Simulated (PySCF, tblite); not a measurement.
# C2H10F3PSi3: geometry, infrared bands and NMR shifts

Aim: predict the infrared bands and NMR shifts of C2H10F3PSi3 (`F[SiH2]C(F)(F)C[SiH2]P[SiH3]`).

Programs: tblite 0.8.0 and PySCF 2.14.0, with density-fitted response routines of our own. Each step states its level of theory. These are calculated values for one molecule in the gas phase, unless marked as measured. Atoms are numbered from 0 throughout.

## Step 1: The molecule as given

19 atoms, charge 0, multiplicity 1; geometry from: force field or distance geometry start.

Bonds of the start (Å): F0–Si1 1.61, Si1–C2 1.86, C2–F3 1.37, C2–F4 1.37, C2–C5 1.54, C5–Si6 1.86, Si6–P7 2.21, P7–Si8 2.21, Si1–H9 1.48, Si1–H10 1.50, C5–H11 1.10, C5–H12 1.09, Si6–H13 1.48, Si6–H14 1.49, P7–H15 1.42, Si8–H16 1.48, Si8–H17 1.48, Si8–H18 1.48.

## Step 2: Optimising the geometry with GFN2-xTB

What the job is given:

```
{"job": {"kind": "relax", "xc": "GFN2-xTB", "basis": "xTB"}, "charge": 0, "multiplicity": 1}
F      3.994100    -1.232800    -0.332700
Si     3.726900     0.284400     0.151700
C      1.973100     0.450600     0.744000
F      1.746600     1.772900     1.043300
F      1.821000    -0.237300     1.916600
C      0.884700    -0.006300    -0.243900
Si    -0.851500     0.190900     0.382300
P     -2.233600    -0.521000    -1.187800
Si    -4.066200    -0.291800     0.023800
H      4.001400     1.172600    -0.994600
H      4.722100     0.596400     1.223800
H      1.042700    -1.066300    -0.486000
H      0.975300     0.562800    -1.166000
H     -1.068900    -0.636700     1.594800
H     -1.166400     1.620600     0.654100
H     -2.064400    -1.913200    -0.989200
H     -5.206300    -0.864300    -0.731100
H     -4.319900     1.146700     0.270800
H     -3.920500    -1.018900     1.308300
```

Started as:

```console
$ OMP_NUM_THREADS=1 python probes_run.py task.json out
```

This one command runs all jobs of the session in turn.

**Question.** This job is followed by: GFN2-xTB harmonic vibrations, gas phase; GIAO PBE0/pcSseg-1 NMR shielding, non-relativistic, gas phase. What will the session give for the following? strongest single infrared mode (GFN2-xTB); zero-point energy (GFN2-xTB); 13C shifts against TMS (PBE0/pcSseg-1); 1H shifts against TMS (PBE0/pcSseg-1, means over atoms taken as alike); 19F shifts against CFCl3 (PBE0/pcSseg-1, means over atoms taken as alike); 29Si shifts against TMS (PBE0/pcSseg-1); 31P shifts against H3PO4 (PBE0/pcSseg-1).

**Answer**, as computed:

```
                                                                 quantity                             value
                                strongest single infrared mode (GFN2-xTB)              717 cm⁻¹, 371 km/mol
                                             zero-point energy (GFN2-xTB)                     67.4 kcal/mol
                                   13C shifts against TMS (PBE0/pcSseg-1)                   132.9, 27.4 ppm
   1H shifts against TMS (PBE0/pcSseg-1, means over atoms taken as alike)  5.04, 4.71, 4.13, 1.68, 0.26 ppm
19F shifts against CFCl3 (PBE0/pcSseg-1, means over atoms taken as alike)                -122.4, -230.4 ppm
                                  29Si shifts against TMS (PBE0/pcSseg-1)            -5.5, -53.1, -83.5 ppm
                                 31P shifts against H3PO4 (PBE0/pcSseg-1)                        -335.3 ppm
```

**Reading.** Relaxing lowered the energy by 0.272 eV in 81 steps; the close pair that moved most is Si1–C2, from 1.859 to 1.938 Å. All 51 modes are real, so the xTB geometry is a minimum. The strongest single mode, at 717 cm⁻¹, has its largest shares on C5, Si6, H15 and C2 (the list is cut at 4 atoms). Unscaled tight-binding wavenumbers are off by several per cent, some by more. Its intensities can rank the bands wrongly. At PBE0/pcSseg-1: The widest tensor belongs to F3, F4: span 208 ppm, with a paramagnetic part of -184 ppm.
